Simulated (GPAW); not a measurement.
# Cd2S (P3m1) in GPAW: single point with PBE

Aim: the single point of Cd2S with PBE.

All numbers are computed with GPAW 26.7.0; they aren't measurements. Logs are shortened: lines on timing, memory, paths and dates and some standing lists are left out, and cuts for length are marked. The log counts tension as positive stress, the text compression.

## Step 1: The structure

The structure is trigonal, space group P3m1 (No. 156). Conventional cell: a = 3.963 Å, b = 3.963 Å, c = 5.809 Å, α = 90.00°, β = 90.00°, γ = 120.00°. Around Cd (site symmetry 3m) lie 1 S at 2.52 Å. Around Cd (site symmetry 3m) lie 3 S at 2.60 Å. S (site symmetry 3m) has 4 Cd at 2.52 to 2.60 Å as nearest neighbours.

The cell comes from a database or a generator and needn't be the stable form of this composition.

## Step 2: Single point, PBE

Contents of run.py:

```python
from ase.io import read
from gpaw import PW
from gpaw.dft import DFT

atoms = read('Cd2S.xyz')

dft = DFT(atoms,
          mode=PW(600),
          xc='PBE',
          kpts={'size': (8, 8, 5), 'gamma': True},
          occupations={'name': 'fermi-dirac', 'width': 0.05},
          nbands=26,
          convergence={'density': 1e-05, 'energy': 1e-05},
          maxiter=150,
          txt='gpaw.txt')
print(f'Energy: {dft.calculate_energy():.6f} eV')
print('Forces (eV/A):')
print(dft.calculate_forces().round(4))
print('Stress (eV/A^3):', dft.calculate_stress().round(6))
dft.write_gpw_file('gs.gpw')
```

Contents of Cd2S.xyz:

```xyz
3
Lattice="3.9626700490 0.0000000000 0.0000000000 -1.9813350245 3.4317729293 0.0000000000 0.0000000000 0.0000000000 5.8091920000" Properties=species:S:1:pos:R:3 pbc="T T T"
Cd    -0.0000000002      2.2878486196      5.4183321347
Cd     1.9813350247      1.1439243097      3.3619827321
S     -0.0000000002      2.2878486196      2.1244505604
```

Potentials or basis: GPAW PAW data sets (gpaw-data 1.2.1), pw.

On the command line:

```sh
$ OMP_NUM_THREADS=1 python run.py
```

gpaw.txt:

```text
Diagonalizing LCAO Hamiltonian
Converting LCAO to pw mode

        Cd

            Cd
        S

Atoms  # Å, Bohr magnetons
|   | symbol |         x |        y |        z |    initial magnetic moments |
|---|--------|-----------|----------|----------|-----------------------------|
| 0 |     Cd | -0.000000 | 2.287849 | 5.418332 | ( 0.0000,  0.0000,  0.0000) |
| 1 |     Cd |  1.981335 | 1.143924 | 3.361983 | ( 0.0000,  0.0000,  0.0000) |
| 2 |      S | -0.000000 | 2.287849 | 2.124451 | ( 0.0000,  0.0000,  0.0000) |

Unit cell  # Å
| periodic |         x |        y |        z |  lengths |     angles |
|----------|-----------|----------|----------|----------|------------|
|      yes |  3.962670 | 0.000000 | 0.000000 | 3.962670 |  90.000000 |
|      yes | -1.981335 | 3.431773 | 0.000000 | 3.962670 |  90.000000 |
|      yes |  0.000000 | 0.000000 | 5.809192 | 5.809192 | 120.000000 |

Number of symmetries: 6
Symmetry operations  # r_c * U_cc + t_c -> r_c
|   | kind |            matrix            |
|---|------|------------------------------|
| 0 |  σ   |  1, 1, 0,  0,-1, 0,  0, 0, 1 |
| 1 |  E   |  1, 0, 0,  0, 1, 0,  0, 0, 1 |
| 2 |  C3  |  0, 1, 0, -1,-1, 0,  0, 0, 1 |
| 3 |  σ   |  0,-1, 0, -1, 0, 0,  0, 0, 1 |
| 4 |  σ   | -1, 0, 0,  1, 1, 0,  0, 0, 1 |
| 5 |  C3  | -1,-1, 0,  1, 0, 0,  0, 0, 1 |

BZ-sampling:
  Number of BZ points: 320
  Number of IBZ points: 40

  Monkhorst-Pack size: [8, 8, 5]
  Monkhorst-Pack shift: [0.0625, 0.0625, 0.0]

K-points  # in reciprocal-cell coordinates
|     |                                coordinates |     weight |
|-----|--------------------------------------------|------------|
|   0 | (  0.00000000,   0.00000000,   0.00000000) | 0.00312500 |
|   1 | (  0.00000000,   0.00000000,   0.20000000) | 0.00625000 |
|   2 | (  0.00000000,   0.00000000,   0.40000000) | 0.00625000 |
|   3 | (  0.12500000,   0.00000000,  -0.40000000) | 0.01875000 |
|   4 | (  0.12500000,   0.00000000,  -0.20000000) | 0.01875000 |
|   5 | (  0.12500000,   0.00000000,   0.00000000) | 0.01875000 |
|   6 | (  0.12500000,   0.00000000,   0.20000000) | 0.01875000 |
|   7 | (  0.12500000,   0.00000000,   0.40000000) | 0.01875000 |
|   8 | (  0.25000000,  -0.12500000,   0.00000000) | 0.01875000 |
|   9 | (  0.25000000,  -0.12500000,   0.20000000) | 0.03750000 |
| ... |                                            |            |
|  39 | (  0.50000000,   0.50000000,   0.40000000) | 0.01875000 |

Plane wave coefficients: 2652
Cutoff: 600.0 eV

Spin-components: 1 (collinear spins)
Bands:           26
Projectors:      17
Spin-degeneracy: 2
Datatype:        complex128

Parallelization:
  kpt:    1
  domain: 1
  band:   1

Density:
  Valence electrons: 30.0
  Components: 1
  Grid points: [24 24 35]
  Charge: 0.0  # |e|

Potential:
  Grid points: [24 24 35]

species:
  Cd:
    name:    Cadmium
    Z:       48.0
    valence: 12
    core:    36
    charge:  0.0  # [|e|]
    compensation charges:
      type: gauss
      rc: 0.38  # [Å]
      lmax: 2
    cutoffs:
      filter: 2.12  # [Å]
      core: 2.62  # [Å]
    projectors
    | kind |    occ | energy [eV] | rcut [Å] |
    |------|--------|-------------|----------|
    |   5s |  2.000 |      -5.655 |    1.191 |
    |   5p |  0.000 |      -1.186 |    1.228 |
    |   4d | 10.000 |     -11.739 |    1.164 |
    |    s |        |      21.556 |    1.191 |
    |    p |        |      26.026 |    1.228 |
    |    d |        |      15.473 |    1.164 |

    Using partial waves for Cd as LCAO basis

  S:
    name:    Sulfur
    Z:       16.0
    valence: 6
    core:    10
    charge:  0.0  # [|e|]
    compensation charges:
      type: gauss
      rc: 0.24  # [Å]
      lmax: 2
    cutoffs:
      filter: 1.77  # [Å]
      core: 1.66  # [Å]
    projectors
    | kind |    occ | energy [eV] | rcut [Å] |
    |------|--------|-------------|----------|
    |   3s |  2.000 |     -17.254 |    0.974 |
    |   3p |  4.000 |      -7.008 |    0.979 |
    |    s |        |       9.957 |    0.974 |
    |    p |        |      20.203 |    0.979 |
    |    d |        |       0.000 |    0.900 |

    Using partial waves for S as LCAO basis

Reference energy: -315203.856570  # eV

eigensolver:
  PPCG
  Converge bands: occupied
  niter=2

density mixing:
  MSR1-Mixer
  Pratt-step length: 0.05
  Maximum mixing coefficient: 0.75
  Old densities: 10
  SVD Regularization: 0.005
  Good broyden scale: 1.0
  Trust region scale: 1.0
  Backstep threshold: 4.0
  History deletion threshold: 6.0
  Fourier metric: weight=20.0, sigma=0.015

occupation numbers:
  Fermi-Dirac:
    width: 0.0500  # eV

poisson solver:
  ecut: 4800.0  # eV

xc functional:
  name: PBE with 2 nearest neighbor stencil

convergence criteria:
- Maximum integral of absolute [dens]ity change: 1e-05 electrons / valence electron
- Maximum [total energy] change in last 3 cyles: 1e-05 eV / valence electron
- Maximum integral of absolute [eigenst]ate change: 4e-08 eV^2 / valence electron
maximum number of iterations: 150

SCF iterations
|iter     | |      energy | eigst |  dens |
|---------|-|-------------|-------|-------|
|iter:   1| |   -7.386687 | -0.44 |       |
|iter:   2| |   -7.185901 | -2.23 | -1.24 |
|iter:   3| |   -6.629880 | -1.64 | -1.29 |
|iter:   4| |   -6.626681 | -3.31 | -1.76 |
|iter:   5| |   -6.626048 | -3.80 | -2.09 |
|iter:   6| |   -6.625828 | -4.69 | -2.91 |
|iter:   7| |   -6.625832c| -5.93 | -3.36 |
|iter:   8| |   -6.625833c| -6.58 | -3.78 |
|iter:   9| |   -6.625833c| -8.02c| -4.41 |
|iter:  10| |   -6.625833c| -8.27c| -4.89 |
|iter:  11| |   -6.625833c| -8.69c| -5.47c|
SCF steps: 11
Energy contributions relative to reference atoms: (reference = -315203.856570)

Energy contributions:
  Kinetic:          19.854544
  Coulomb:         -17.518181
  Zero:              0.256950
  External:          0.000000
  Xc:               -9.218363
  Entropy:          -0.001565
  Spinorbit:         0.000000
  ----------------------------
  Free energy:      -6.626616
  Extrapolated:     -6.625833

Forces  # eV/Ang
|        x |       y |        z |
|----------|---------|----------|
|  0.00000 | 0.00000 |  0.04078 |  # Cd   0
|  0.00000 | 0.00000 | -0.07189 |  # Cd   1
| -0.00000 | 0.00000 |  0.03110 |  # S    2

Stress tensor  # eV/Ang^3
|        x |        y |        z |
|----------|----------|----------|
| 0.002149 | 0.000000 | 0.000000 |
| 0.000000 | 0.002149 | 0.000000 |
| 0.000000 | 0.000000 | 0.002956 |

Writing to gs.gpw (mode='')

  __  _  _
 | _ |_)|_||  |
 |__||  | ||/\| - 26.7.0

Input parameters:
  mode=PW(ecut=600.0),
  convergence={'density': 1e-05, 'energy': 1e-05},
  kpts=MonkhorstPack(size=(8, 8, 5), gamma=True),
  maxiter=150,
  nbands=26,
  occupations=Occupations(name='fermi-dirac', width=0.05),
  xc=XC(name='PBE')
# Writing to gs.gpw (mode='')
```

stdout:

```text
Energy: -6.625833 eV
Forces (eV/A):
[[ 0.      0.      0.0408]
 [ 0.      0.     -0.0719]
 [-0.      0.      0.0311]]
Stress (eV/A^3): [0.002149 0.002149 0.002956 0.       0.       0.      ]
```

Run time: 38 s. Hardware: 1 thread of AMD EPYC 7B13 (Zen 3), shared host; peak memory 0.22 GiB.

What came out:

```
Free energy            : -6.6266 eV
Pressure               : -0.4 GPa
Largest force          : 0.072 eV/Å
Band gap on the k mesh : 0.24 eV, indirect (least direct gap 0.57 eV)
```

Forces on the atoms (eV/Å):
```
Cd   0.000  0.000  0.041
Cd   0.000  0.000 -0.072
S    0.000  0.000  0.031
```

Stress tensor (GPa, compression positive):
```
-0.34  0.00  0.00
 0.00 -0.34  0.00
 0.00  0.00 -0.47
```

Caveat: an odd mesh through Γ misses points on the zone boundary, where band edges often lie.
